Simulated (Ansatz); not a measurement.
Geometry optimisation, DFT PBE-D3(BJ), scalar-relativistic, plane waves, PAW (Ansatz).

Input:

```yaml
crystal:
  lattice:
    - [9.157714, 0.0, 0.0]
    - [0.0, 9.157714, 0.0]
    - [0.0, 0.0, 9.157714]
  atoms:
    - { symbol: S, position: [0.2281982, 0.3969885, 0.5826442] }
    - { symbol: H, position: [0.1496387, 0.4042384, 0.4594792] }
    - { symbol: H, position: [0.2809788, 0.2642377, 0.5512562] }
    - { symbol: S, position: [0.0544651, -0.0245711, 0.3859343] }
    - { symbol: H, position: [0.0020317, -0.0114071, 0.2500255] }
    - { symbol: H, position: [0.1253484, 0.103239, 0.3801127] }
    - { symbol: S, position: [0.8783086, 0.6605148, 0.2460728] }
    - { symbol: H, position: [0.8683935, 0.734486, 0.1202804] }
    - { symbol: H, position: [0.9174315, 0.5361613, 0.179745] }
    - { symbol: S, position: [0.9533247, 0.2953871, 0.807282] }
    - { symbol: H, position: [1.0304515, 0.4175019, 0.8303733] }
    - { symbol: H, position: [0.8247763, 0.3640778, 0.8195563] }
    - { symbol: S, position: [0.5012116, 0.3733172, 1.0197116] }
    - { symbol: H, position: [0.5286814, 0.5150221, 0.9960705] }
    - { symbol: H, position: [0.5666101, 0.3312029, 0.895844] }
    - { symbol: S, position: [0.4441526, 0.9188754, 0.6656196] }
    - { symbol: H, position: [0.3351575, 0.9995068, 0.6107341] }
    - { symbol: H, position: [0.5211794, 1.0359989, 0.7073657] }
    - { symbol: S, position: [0.503399, 0.7753587, 0.99051] }
    - { symbol: C, position: [0.627254, 0.7288924, 0.8829883] }
    - { symbol: S, position: [0.7511089, 0.682426, 0.7754666] }
    - { symbol: S, position: [0.7676098, 0.1936386, 0.4270029] }
    - { symbol: C, position: [0.6475614, 0.1066871, 0.3428132] }
    - { symbol: S, position: [0.5275131, 0.0197356, 0.2586235] }
    - { symbol: S, position: [0.3101762, 0.6973485, 0.4439707] }
    - { symbol: C, position: [0.2609264, 0.5947831, 0.3170264] }
    - { symbol: S, position: [0.2116765, 0.4922177, 0.190082] }
    - { symbol: S, position: [0.7036594, 0.8220239, 0.4087304] }
    - { symbol: C, position: [0.6687441, 0.655366, 0.4168643] }
    - { symbol: S, position: [0.6338288, 0.4887082, 0.4249982] }
    - { symbol: S, position: [-0.073664, -0.0627714, 0.9718776] }
    - { symbol: C, position: [0.0737724, 0.0114715, 0.9293268] }
    - { symbol: S, position: [0.2212088, 0.0857143, 0.886776] }
    - { symbol: S, position: [0.1819715, 0.7271766, 0.8417953] }
    - { symbol: C, position: [0.09632, 0.67129, 0.7054114] }
    - { symbol: S, position: [0.0106685, 0.6154033, 0.5690274] }
basis:
  ecutwfc: 420.0
kpoints:
  mp_grid: { grid: [1, 1, 1] }
hamiltonian:
  xc: pbe
  dispersion: d3bj
scf:
  occupations: { method: fermi_dirac, width: 0.05 }
  lower_state_search: "off"
relax:
  f_tol: 0.3
  max_steps: 15
  adjacent_minimum: "off"
```

Command:

```bash
$ ansatz run input.yaml --threads 1 --pin off --max-ram 3072MiB --backend cpu --events-out ev --progress --plain --runs-dir out
```

Question: Where does it end, and by what steps?

Answer: It converged. The threshold is loose, so the end isn't yet a minimum. The force dipped under the threshold on the way, but the program's further checks kept it going. Limits of this set-up: coarse k mesh. After 13 steps the energy has fallen by 4.644 eV; S7 moved furthest, 1.68 Å.

| step | energy less start (eV) | largest force component (eV/Å) | accepted |
| --- | --- | --- | --- |
| 0 | 0.0000 | 1.688 | yes |
| 1 | -1.6522 | 0.655 | yes |
| 2 | -2.4588 | 0.639 | yes |
| 3 | -3.0577 | 0.606 | yes |
| 4 | -3.5050 | 0.779 | yes |
| 5 | -3.8280 | 0.846 | yes |
| 6 | -4.0710 | 0.878 | yes |
| 7 | -4.2360 | 0.527 | yes |
| 8 | -4.3623 | 0.301 | yes |
| 9 | -4.4480 | 0.673 | yes |
| 10 | -4.4700 | 0.698 | yes |
| 11 | -4.5447 | 0.771 | yes |
| 12 | -4.6436 | 0.248 | yes |
| 13 | -4.6436 | 0.247 | yes |

```xyz
36
Lattice="9.1577 0.0000 0.0000 0.0000 9.1577 0.0000 0.0000 0.0000 9.1577" Properties=species:S:1:pos:R:3
S 2.574 3.364 5.685
H 2.152 3.857 4.495
H 3.157 2.307 5.074
S 0.671 0.929 4.013
H 0.231 0.192 2.958
H 0.784 2.034 3.240
S 8.005 4.459 1.700
H 8.475 5.639 1.220
H 8.465 3.789 0.609
S 8.502 2.887 7.239
H 9.019 4.032 6.729
H 7.365 3.507 7.665
S 4.955 2.740 8.356
H 4.458 3.989 8.197
H 5.090 2.578 7.013
S 3.797 8.354 6.089
H 2.887 9.053 5.364
H 4.828 9.094 5.605
S 4.812 6.908 9.706
C 5.887 6.740 8.589
S 6.985 6.579 7.492
S 6.471 1.831 4.438
C 5.314 1.386 3.479
S 4.150 0.920 2.546
S 2.177 6.750 2.793
C 2.411 5.312 2.230
S 2.656 3.875 1.661
S 7.012 7.544 3.604
C 6.152 6.297 4.003
S 5.288 5.070 4.418
S -0.966 0.060 9.766
C 0.508 0.345 9.319
S 1.965 0.631 8.852
S 1.721 6.119 8.359
C 1.118 6.390 6.946
S 0.508 6.643 5.526
```

Whether the end is a true minimum wasn't checked by a vibrational analysis.

Run time: 62 s on 1 thread of Intel(R) Xeon(R) Platinum 8488C (Sapphire Rapids), on a shared host, peak memory 0.69 GiB.
